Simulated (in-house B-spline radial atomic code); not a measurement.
**Yb: ionisation energy by several methods**

The task here is to estimate one member of a computed series from the others.

The numbers are computed with in-house B-spline radial atomic code version 1 (non-relativistic, several functionals, spin-polarised, exact exchange averaged over the configuration; spherical all-electron atom at the radial basis limit), except any that are marked as measured or tabulated.

## Starting point

```
element       : ytterbium (Z = 70)
charge        : 0
electrons     : 70
configuration : [Xe] 4f14 6s2
nucleus       : point
```

Outer shells as boxes (Hund's rule):

[Xe] 4f14 6s2
```
[Xe] core
4f [↑↓][↑↓][↑↓][↑↓][↑↓][↑↓][↑↓]
6s [↑↓]
```

Where spins are not typed, each open shell is filled with up spins first.

Set-up of the first run:

Input settings:

```ini
Z = 70
electrons = 70.0
configuration = [Xe] 4f14 6s2
hamiltonian = nr
method = hse06
spin_polarised = True
exact_exchange = averaged over the configuration
```

Started as:

```
$ python run_scf.py task.json out
```

One command runs all members of the session, one after another, from task.json.

Among the steps run: HSE06, a range-separated hybrid; BHandHLYP, a global hybrid; B3LYP, a global hybrid; ωB97X, a range-separated hybrid; TPSSh, a global hybrid; LC-ωPBE, a range-separated hybrid.

One of the session's tables, all rows but one given; the rest of the session is left out.

| method | ΔSCF (eV) |
| --- | --- |
| BHandHLYP | ? |
| B3LYP | 5.878 |
| TPSSh | 5.677 |
| HSE06 | 5.717 |
| ωB97X | 5.943 |
| LC-ωPBE | 5.527 |

Estimate the missing values for BHandHLYP.

**Answer.** ΔSCF (eV): 5.651. In the column «ΔSCF (eV)» it lies between LC-ωPBE (5.527) and TPSSh (5.677).

Limits of these values: These runs leave out relativity, which matters at this nuclear charge.
